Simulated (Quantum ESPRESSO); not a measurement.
# Ir in Quantum ESPRESSO: work function with PBE

Aim: the work function of Ir with PBE.

All numbers are computed with Quantum ESPRESSO 7.5; they aren't measurements. Logs are shortened: lines on timing, memory, paths and dates and some standing lists are left out, and cuts for length are marked.

### Step 1. The slab as given

The cell holds a slab with vacuum, 6 atoms: a = 2.715 Å, b = 2.715 Å, c = 24.599 Å, α = 90.00°, β = 90.00°, γ = 90.00°.

### Step 2. Work function, PBE

pw.in reads:

```
&CONTROL
  calculation = 'scf'
  prefix = 'pwscf'
  outdir = './tmp'
  pseudo_dir = './pseudo'
  tprnfor = .true.
  disk_io = 'low'
/
&SYSTEM
  ibrav = 0
  celldm(1) = 8
  nat = 6
  ntyp = 1
  ecutwfc = 68
  nbnd = 66
  occupations = 'smearing'
  smearing = 'fd'
  degauss = 0.00367493
/
&ELECTRONS
  conv_thr = 6d-09
  electron_maxstep = 150
  mixing_beta = 0.3
  mixing_mode = 'local-TF'
/
ATOMIC_SPECIES
Ir   192.2170 Ir.upf
CELL_PARAMETERS alat
  0.6412940976462   0.0000000000000   0.0000000000000
  0.0000000000000   0.6412940976462   0.0000000000000
  0.0000000000000   0.0000000000000   5.8105535095759
ATOMIC_POSITIONS crystal
Ir     0.5000000000    0.5000000000    0.3048966400
Ir     0.0000000000    0.0000000000    0.3829379840
Ir     0.5000000000    0.5000000000    0.4609793280
Ir     0.0000000000    0.0000000000    0.5390206720
Ir     0.5000000000    0.5000000000    0.6170620160
Ir     0.0000000000    0.0000000000    0.6951033600
K_POINTS automatic
10 10 1 0 0 0
```

pp_density.in reads:

```
&INPUTPP
  prefix = 'pwscf'
  outdir = './tmp'
  filplot = 'density.dat'
  plot_num = 0
/
&PLOT
  nfile = 1
  filepp(1) = 'density.dat'
  iflag = 3
  output_format = 6
  fileout = 'density.cube'
/
```

pp_potential.in reads:

```
&INPUTPP
  prefix = 'pwscf'
  outdir = './tmp'
  filplot = 'potential.dat'
  plot_num = 11
/
&PLOT
  nfile = 1
  filepp(1) = 'potential.dat'
  iflag = 3
  output_format = 6
  fileout = 'potential.cube'
/
```

pp_elf.in reads:

```
&INPUTPP
  prefix = 'pwscf'
  outdir = './tmp'
  filplot = 'elf.dat'
  plot_num = 8
/
&PLOT
  nfile = 1
  filepp(1) = 'elf.dat'
  iflag = 3
  output_format = 6
  fileout = 'elf.cube'
/
```

Potentials or basis: PseudoDojo 0.4.1 SR PBE standard.

Started as:

```
$ OMP_NUM_THREADS=1 pw.x -in pw.in > pw.out
$ OMP_NUM_THREADS=1 pp.x -in pp_density.in > pp_density.out
$ OMP_NUM_THREADS=1 pp.x -in pp_potential.in > pp_potential.out
$ OMP_NUM_THREADS=1 pp.x -in pp_elf.in > pp_elf.out
```

pw.out:

```text
This program is part of the open-source Quantum ESPRESSO suite
     for quantum simulation of materials; please cite
[... 9 lines left out ...]
     --------------------
     sticks:   dense  smooth     PW     G-vecs:    dense   smooth      PW
     Sum         577     577    177                92717    92717   15727

     Using Slab Decomposition

     bravais-lattice index     =            0
     lattice parameter (alat)  =       8.0000  a.u.
     unit-cell volume          =    1223.4943 (a.u.)^3
     number of atoms/cell      =            6
     number of atomic types    =            1
     number of electrons       =       102.00
     number of Kohn-Sham states=           66
     kinetic-energy cutoff     =      68.0000  Ry
     charge density cutoff     =     272.0000  Ry
     scf convergence threshold =      6.0E-09
     mixing beta               =       0.3000
     number of iterations used =            8  local-TF  mixing
     Exchange-correlation= PBE
                           (   1   4   3   4   0   0   0)

     celldm(1)=   8.000000  celldm(2)=   0.000000  celldm(3)=   0.000000
     celldm(4)=   0.000000  celldm(5)=   0.000000  celldm(6)=   0.000000

     crystal axes: (cart. coord. in units of alat)
               a(1) = (   0.641294   0.000000   0.000000 )
               a(2) = (   0.000000   0.641294   0.000000 )
               a(3) = (   0.000000   0.000000   5.810554 )

     reciprocal axes: (cart. coord. in units 2 pi/alat)
               b(1) = (  1.559347  0.000000  0.000000 )
               b(2) = (  0.000000  1.559347  0.000000 )
               b(3) = (  0.000000  0.000000  0.172101 )

     PseudoPot. # 1 for Ir read from file:
     Ir.upf
     Pseudo is Norm-conserving + core correction, Zval = 17.0
     Generated using ONCVPSP code by D. R. Hamann
     Using radial grid of 1310 points,  8 beta functions with:
                l(1) =   0
                l(2) =   0
                l(3) =   1
                l(4) =   1
                l(5) =   2
                l(6) =   2
                l(7) =   3
                l(8) =   3

     atomic species   valence    mass     pseudopotential
     Ir               17.00   192.21700     Ir( 1.00)

     16 Sym. Ops., with inversion, found ( 8 have fractional translation)

   Cartesian axes

     site n.     atom                  positions (alat units)
         1        Ir     tau(   1) = (   0.3206470   0.3206470   1.7716182  )
         2        Ir     tau(   2) = (   0.0000000   0.0000000   2.2250816  )
         3        Ir     tau(   3) = (   0.3206470   0.3206470   2.6785451  )
         4        Ir     tau(   4) = (   0.0000000   0.0000000   3.1320085  )
         5        Ir     tau(   5) = (   0.3206470   0.3206470   3.5854719  )
         6        Ir     tau(   6) = (   0.0000000   0.0000000   4.0389353  )

     number of k points=    21  Fermi-Dirac smearing, width (Ry)=  0.0037
                       cart. coord. in units 2pi/alat
        k(    1) = (   0.0000000   0.0000000   0.0000000), wk =   0.0200000
        k(    2) = (   0.0000000   0.1559347   0.0000000), wk =   0.0800000
        k(    3) = (   0.0000000   0.3118694   0.0000000), wk =   0.0800000
        k(    4) = (   0.0000000   0.4678041   0.0000000), wk =   0.0800000
        k(    5) = (   0.0000000   0.6237388   0.0000000), wk =   0.0800000
        k(    6) = (   0.0000000  -0.7796735   0.0000000), wk =   0.0400000
[... 13 lines left out ...]
        k(   20) = (   0.6237388  -0.7796735   0.0000000), wk =   0.0800000
        k(   21) = (  -0.7796735  -0.7796735   0.0000000), wk =   0.0200000

     Dense  grid:    92717 G-vectors     FFT dimensions: (  30,  30, 250)

     Initial potential from superposition of free atoms

     starting charge     101.9991, renormalised to     102.0000

     negative rho (up, down):  9.887E-05 0.000E+00
     Starting wfcs are   60 randomized atomic wfcs +    6 random wfcs

     Self-consistent Calculation

     iteration #  1     ecut=    68.00 Ry     beta= 0.30
     Davidson diagonalization with overlap
     ethr =  1.00E-02,  avg # of iterations =  6.7

     Threshold (ethr) on eigenvalues was too large:
     Diagonalizing with lowered threshold

     Davidson diagonalization with overlap
     ethr =  1.81E-04,  avg # of iterations =  2.8

     negative rho (up, down):  8.108E-08 0.000E+00

     total energy              =   -1381.73953365 Ry
     estimated scf accuracy    <       0.19482299 Ry

     iteration #  2     ecut=    68.00 Ry     beta= 0.30
     Davidson diagonalization with overlap
     ethr =  1.91E-04,  avg # of iterations =  1.5

     total energy              =   -1381.73177722 Ry
     estimated scf accuracy    <       0.10809656 Ry

     iteration #  3     ecut=    68.00 Ry     beta= 0.30
     Davidson diagonalization with overlap
     ethr =  1.06E-04,  avg # of iterations =  1.3

     total energy              =   -1381.71363377 Ry
     estimated scf accuracy    <       0.07359780 Ry

     iteration #  4     ecut=    68.00 Ry     beta= 0.30
     Davidson diagonalization with overlap
     ethr =  7.22E-05,  avg # of iterations =  4.4

     total energy              =   -1381.72057333 Ry
     estimated scf accuracy    <       0.00388367 Ry

     iteration #  5     ecut=    68.00 Ry     beta= 0.30
     Davidson diagonalization with overlap
     ethr =  3.81E-06,  avg # of iterations =  8.2
[... 63 lines left out ...]
     iteration # 13     ecut=    68.00 Ry     beta= 0.30
     Davidson diagonalization with overlap
     ethr =  7.30E-10,  avg # of iterations =  3.2

     total energy              =   -1381.72034233 Ry
     estimated scf accuracy    <       0.00000010 Ry

     iteration # 14     ecut=    68.00 Ry     beta= 0.30
     Davidson diagonalization with overlap
     ethr =  9.96E-11,  avg # of iterations =  4.0

     negative rho (up, down):  5.566E-06 0.000E+00

     total energy              =   -1381.72034244 Ry
     estimated scf accuracy    <       0.00000002 Ry

     iteration # 15     ecut=    68.00 Ry     beta= 0.30
     Davidson diagonalization with overlap
     ethr =  1.48E-11,  avg # of iterations =  3.8

     End of self-consistent calculation

          k = 0.0000 0.0000 0.0000 ( 11611 PWs)   bands (ev):

   -83.8944 -83.8638 -83.8331 -83.8203 -83.0525 -83.0525 -40.9779 -40.8023
   -40.5815 -40.5646 -40.5646 -40.4811 -40.4811 -40.3902 -40.3902 -40.3875
   -40.3280 -40.3280 -39.7208 -39.7199 -39.6641 -39.6641 -39.6641 -39.6641
    -1.5790  -0.4669   0.8974   1.3786   1.9902   2.1747   2.2373   2.5588
     3.3320   4.1833   4.9226   5.2331   5.5010   5.5010   6.2223   6.2223
     6.5326   6.6382   7.2685   7.2685   7.4063   7.8212   7.9412   8.0819
     8.4798   8.5036   8.5036   9.0111   9.5650   9.6887   9.6887   9.8431
    10.0662  10.1488  10.4258  10.4258  10.7872  14.4432  14.7386  15.9132
    17.3434  19.2482

          k = 0.0000 0.1559 0.0000 ( 11621 PWs)   bands (ev):

   -83.8907 -83.8611 -83.8316 -83.8198 -83.0505 -83.0505 -40.9637 -40.8104
   -40.6258 -40.5892 -40.5555 -40.4798 -40.4752 -40.4641 -40.3884 -40.3690
   -40.3606 -40.3301 -39.7179 -39.7177 -39.7015 -39.7013 -39.6615 -39.6615
    -1.2949  -0.2162   1.1123   1.5932   2.2000   2.3849   2.4485   2.7587
     3.4921   4.2808   4.9290   5.3864   5.4915   5.5813   5.9134   5.9570
     6.1951   6.7064   7.0559   7.3025   7.4389   7.7668   7.8590   7.8994
     8.0953   8.4811   8.6175   8.7842   8.9848   9.2544   9.6457   9.8060
     9.8653  10.1119  10.4666  11.2591  12.5114  14.6795  14.9589  16.1456
    17.5058  19.4819

          k = 0.0000 0.3119 0.0000 ( 11607 PWs)   bands (ev):

   -83.8805 -83.8542 -83.8277 -83.8187 -83.0452 -83.0452 -40.9313 -40.8503
   -40.7222 -40.6588 -40.5512 -40.5315 -40.5301 -40.4592 -40.4319 -40.3843
   -40.3730 -40.3372 -39.8007 -39.8004 -39.7089 -39.7087 -39.6547 -39.6547
    -0.5151   0.4062   1.5034   2.0018   2.7282   2.7372   2.9025   3.4970
     4.1992   4.6901   4.8116   5.3891   5.6140   5.6999   5.7440   5.7722
     5.9676   6.0613   6.6097   6.9978   7.1267   7.2260   7.8323   7.9395
     7.9610   8.0265   8.1580   8.6896   8.9818   9.0261   9.4432   9.8578
    10.2758  10.2822  10.7895  12.7543  14.3424  15.4457  15.5864  16.8485
    17.1059  18.3036
[... 183 lines left out ...]
   -83.8265 -83.8224 -83.8021 -83.8021 -83.0139 -83.0139 -40.9599 -40.9508
   -40.8730 -40.8441 -40.7773 -40.7113 -40.6766 -40.6117 -40.6096 -40.5564
   -40.5429 -40.5353 -39.9884 -39.9883 -39.9871 -39.9871 -39.6823 -39.6823
     1.7839   1.9339   2.3106   2.3353   2.6266   2.8201   3.0769   3.1449
     3.7949   3.8940   4.1477   4.3056   5.3509   5.6761   6.7442   7.0254
     7.8715   8.0245   8.5824   8.7330   8.9529   8.9804   9.0530   9.3389
     9.5951   9.7203   9.7644   9.9519  10.2196  10.3372  10.5795  12.2480
    13.8827  14.5339  14.9208  15.7432  16.1405  16.9762  18.0509  19.1778
    19.4608  19.6352

          k = 0.6237-0.7797 0.0000 ( 11650 PWs)   bands (ev):

   -83.8222 -83.8222 -83.8002 -83.8002 -83.0119 -83.0119 -40.9796 -40.9796
   -40.8771 -40.8771 -40.7390 -40.7390 -40.6431 -40.6431 -40.5862 -40.5862
   -40.5569 -40.5569 -40.0225 -40.0225 -39.9865 -39.9865 -39.6808 -39.6808
     1.7113   1.7113   2.1908   2.1908   2.5519   2.5519   3.0148   3.0148
     3.7096   3.7096   4.1958   4.1958   5.6684   5.6684   7.2184   7.2184
     7.9557   7.9557   8.8403   8.8403   9.2723   9.2723   9.4108   9.4108
     9.9075   9.9075  10.2391  10.2391  10.7198  10.7198  12.4742  12.4742
    14.1524  14.1524  15.7754  15.7754  16.9367  16.9367  17.6377  17.6377
    18.5176  18.5176

          k =-0.7797-0.7797 0.0000 ( 11652 PWs)   bands (ev):

   -83.8201 -83.8201 -83.7982 -83.7982 -83.0098 -83.0098 -41.0006 -41.0006
   -40.8817 -40.8817 -40.7447 -40.7447 -40.6389 -40.6389 -40.5999 -40.5999
   -40.5724 -40.5724 -40.0217 -40.0217 -40.0216 -40.0216 -39.6794 -39.6794
     1.5416   1.5416   2.0944   2.0944   2.3315   2.3315   2.9546   2.9546
     3.5151   3.5151   4.2160   4.2160   5.7895   5.7895   7.6118   7.6118
     7.9125   7.9125   9.0282   9.0282   9.6491   9.6491   9.7980   9.7980
    10.6041  10.6041  10.6602  10.6602  11.4075  11.4075  12.0508  12.0508
    14.3870  14.3870  16.6424  16.6424  17.5520  17.5520  18.3515  18.3515
    18.5790  18.5791

     the Fermi energy is     9.1237 ev

!    total energy              =   -1381.72034257 Ry
     estimated scf accuracy    <          4.4E-09 Ry
     smearing contrib. (-TS)   =      -0.00254818 Ry
     internal energy E=F+TS    =   -1381.71779439 Ry

     The total energy is F=E-TS. E is the sum of the following terms:
     one-electron contribution =  -11232.18837217 Ry
     hartree contribution      =    5629.86088755 Ry
     xc contribution           =    -262.05561265 Ry
     ewald contribution        =    4482.66530289 Ry

     convergence has been achieved in  15 iterations

     Forces acting on atoms (cartesian axes, Ry/au):

     atom    1 type  1   force =     0.00000000    0.00000000    0.02664570
     atom    2 type  1   force =     0.00000000    0.00000000   -0.03933528
     atom    3 type  1   force =     0.00000000    0.00000000   -0.01091914
     atom    4 type  1   force =     0.00000000    0.00000000    0.01091914
     atom    5 type  1   force =     0.00000000    0.00000000    0.03933528
     atom    6 type  1   force =     0.00000000    0.00000000   -0.02664570

     Total force =     0.068942     Total SCF correction =     0.000622

=------------------------------------------------------------------------------=
   JOB DONE.
=------------------------------------------------------------------------------=
```

It took 6.8 min on 1 thread of Arm Neoverse V2, shared host; peak memory 0.42 GiB.

What came out:

```
Free energy                     : -18799.2630 eV
Largest force                   : 1.011 eV/Å
Band gap on the k mesh          : none (metal or under the smearing width)
Work function of the upper face : 5.56 eV
Work function of the lower face : 5.56 eV
```

Forces on the atoms (eV/Å):
```
Ir   0.000  0.000  0.685
Ir   0.000  0.000 -1.011
Ir   0.000  0.000 -0.281
Ir   0.000  0.000  0.281
Ir   0.000  0.000  1.011
Ir   0.000  0.000 -0.685
```

Spin-orbit coupling is left out, which matters for the levels of Ir.
